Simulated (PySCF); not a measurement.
**C3H12N2Si2: electronic excitations**

Aim: predict the electronic excitations of C3H12N2Si2 (`CN1[SiH2]CNC[SiH2]1`).

Programs: PySCF 2.14.0, with density-fitted response routines of our own. Each step states its level of theory. These are calculated values for one molecule in the gas phase, unless marked as measured. Atoms count from 0, in the outputs and in this text.

## (1) Starting geometry

19 atoms, charge 0, multiplicity 1; geometry from: GFN2-xTB.

Bonds of the start (Å): C0–N1 1.45, N1–Si2 1.73, Si2–C3 1.91, C3–N4 1.46, N4–C5 1.46, C5–Si6 1.91, Si6–N1 1.73, C0–H7 1.09, C0–H8 1.09, C0–H9 1.09, Si2–H10 1.47, Si2–H11 1.47, C3–H12 1.09, C3–H13 1.09, N4–H14 1.02, C5–H15 1.09, C5–H16 1.09, Si6–H17 1.47, Si6–H18 1.47.

## (2) Ultraviolet spectrum: CAM-B3LYP/def2-SVPD

Job settings and geometry (Å):

```
{"job": {"kind": "uv", "xc": "CAM-B3LYP", "basis": "def2-SVPD", "nstates": 8, "ntriplets": 3}, "charge": 0, "multiplicity": 1}
C      2.298883    -0.934202    -0.020931
N      0.958309    -0.391100    -0.003162
Si    -0.349262    -1.529627    -0.057087
C     -1.962152    -0.511008     0.054711
N     -1.851584     0.793968     0.689659
C     -1.050872     1.737819    -0.075752
Si     0.806211     1.320080    -0.245632
H      2.631468    -1.135097    -1.042783
H      2.995391    -0.227760     0.428464
H      2.334429    -1.869041     0.537029
H     -0.185300    -2.398780     1.118765
H     -0.320633    -2.334081    -1.287016
H     -2.382622    -0.343713    -0.940237
H     -2.711520    -1.077448     0.612186
H     -1.451034     0.685423     1.617278
H     -1.160544     2.713758     0.402203
H     -1.519323     1.824601    -1.059493
H      1.321106     1.728430    -1.560898
H      1.589245     1.957030     0.825235
```

Method: TDDFT CAM-B3LYP/def2-SVPD, vertical, gas phase, core orbitals frozen in the response.

Started as:

```bash
> OMP_NUM_THREADS=1 python probes_run.py task.json out
```

This one command runs all jobs of the session in turn.

What will the session give for the following? lowest singlet (CAM-B3LYP/def2-SVPD); brightest single state of those computed; lowest triplet. Wanted: lowest singlet; brightest single state of those computed; lowest triplet.

**Answer**, as computed:

```
                                quantity                        value
    lowest singlet (CAM-B3LYP/def2-SVPD)  5.18 eV (239 nm), f = 0.002
brightest single state of those computed  state 2, 5.85 eV, f = 0.034
                          lowest triplet                      4.94 eV
```

**Reading.** The first singlet state (HOMO→LUMO 0.83, HOMO→LUMO+2 0.10) lies at 5.18 eV and is weak; of the 8 states computed, the strongest absorption comes from state 2 at 5.85 eV (the last state computed is bright too, and its partners may lie past the list). The lowest triplet lies 0.24 eV below the lowest singlet (triplets in Tamm-Dancoff, singlets in full TDDFT).
